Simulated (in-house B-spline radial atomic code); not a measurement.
**Hf⁵¹⁺: excited configurations**

Aim: the energies of several excited configurations of Hf⁵¹⁺ above a reference configuration, each from its own self-consistent run.

Program: in-house B-spline radial atomic code version 1. Level of theory: Dirac-Hartree-Fock, average of configuration, Fermi nucleus, basis-set limit. These are calculated values, not measurements, unless marked.

## (1) The system

| Property | Result |
| --- | --- |
| element | hafnium (Z = 72) |
| charge | +51 |
| electrons | 21 |
| configuration | [Ar] 3d3 |
| Hamiltonian | Dirac-Coulomb |
| nucleus | Fermi, rms radius 5.347 fm |

The outer shells:

[Ar] 3d3
```
[Ar] core
3d [↑ ][↑ ][↑ ][  ][  ]
```

The boxes only draw the lowest term's filling; these runs average over all states of the configuration.

Input settings:

```ini
Z = 72
electrons = 21.0
configuration = [Ar] 3d3
hamiltonian = dirac
method = hf
spin_polarised = False
nucleus = fermi
rms_radius = 5.347
mass_number = 180
atomic_mass = 179.946559537
speed_of_light = 137.035999084
```

This reference run was done before. Its total energy is -12708.755379 hartree, and its levels are (the highest eight at most):

```tsv
orbital	occupation	energy (eV)	<r> (bohr)
2s1/2	2	-14618.3	0.07913
2p1/2	2	-14106.7	0.06566
2p3/2	4	-12896.4	0.07315
3s1/2	2	-5502.80	0.1969
3p1/2	2	-5288.64	0.1862
3p3/2	4	-4990.38	0.1980
3d3/2	1.2	-4711.98	0.1708
3d5/2	1.8	-4644.69	0.1745
```

## (2) Configuration [Ar] 3d2 5d1

Input settings:

```ini
Z = 72
electrons = 21.0
configuration = [Ar] 3d2 5d1
hamiltonian = dirac
method = hf
spin_polarised = False
nucleus = fermi
rms_radius = 5.347
mass_number = 180
atomic_mass = 179.946559537
speed_of_light = 137.035999084
```

## (3) Run with [Ne] 3s2 3p5 3d3 6g1

The settings differ from step 2 so:

```diff
@@ -2,3 +2,3 @@
 electrons = 21.0
-configuration = [Ar] 3d2 5d1
+configuration = [Ne] 3s2 3p5 3d3 6g1
 hamiltonian = dirac
```

## (4) Run with [Ne] 3s2 3p5 3d3 7f1

The settings differ from step 3 so:

```diff
@@ -2,3 +2,3 @@
 electrons = 21.0
-configuration = [Ne] 3s2 3p5 3d3 6g1
+configuration = [Ne] 3s2 3p5 3d3 7f1
 hamiltonian = dirac
```

## (5) [Ar] 3d2 6f1

The settings differ from step 4 so:

```diff
@@ -2,3 +2,3 @@
 electrons = 21.0
-configuration = [Ne] 3s2 3p5 3d3 7f1
+configuration = [Ar] 3d2 6f1
 hamiltonian = dirac
```

## (6) [Ar] 3d2 7f1

The settings differ from step 5 so:

```diff
@@ -2,3 +2,3 @@
 electrons = 21.0
-configuration = [Ar] 3d2 6f1
+configuration = [Ar] 3d2 7f1
 hamiltonian = dirac
```

Q: How far above the reference does each configuration lie (order and size, in eV)?

As calculated:

| net move | configuration | energy above the reference (eV) | with Breit, QED, recoil (eV) | largest <r> (bohr) |
| --- | --- | --- | --- | --- |
| 3d → 5d | [Ar] 3d2 5d1 | 3098.33 | 3096.08 | 0.621 |
| 3d → 6f | [Ar] 3d2 6f1 | 3623.33 | 3620.62 | 0.899 |
| 3d → 7f | [Ar] 3d2 7f1 | 3903.04 | 3900.31 | 1.27 |
| 3p → 6g | [Ne] 3s2 3p5 3d3 6g1 | 4060.15 | 4053.38 | 0.839 |
| 3p → 7f | [Ne] 3s2 3p5 3d3 7f1 | 4322.01 | 4315.26 | 1.27 |

Quantum defects of the promoted electron, δ = n − ζ/√(−2ε) with ζ = 52 and ε its orbital energy in hartree:

| promotion | δ |
| --- | --- |
| 3d → 5d | 0.161 |
| 3d → 6f | 0.070 |
| 3d → 7f | 0.072 |
| 3p → 6g | 0.018 |
| 3p → 7f | 0.070 |

**Reading.** The energies run from 3098.33 eV (3d → 5d) to 4322.01 eV (3p → 7f). The defect is largest for 5d (0.16) and least for 6g (0.02): low angular momentum penetrates the core, high angular momentum stays outside it. Two partly filled shells share a symmetry and can mix in the average, which may lower the energy, for: 3d → 5d. These are averages over configurations, without correlation, not spectroscopic levels.
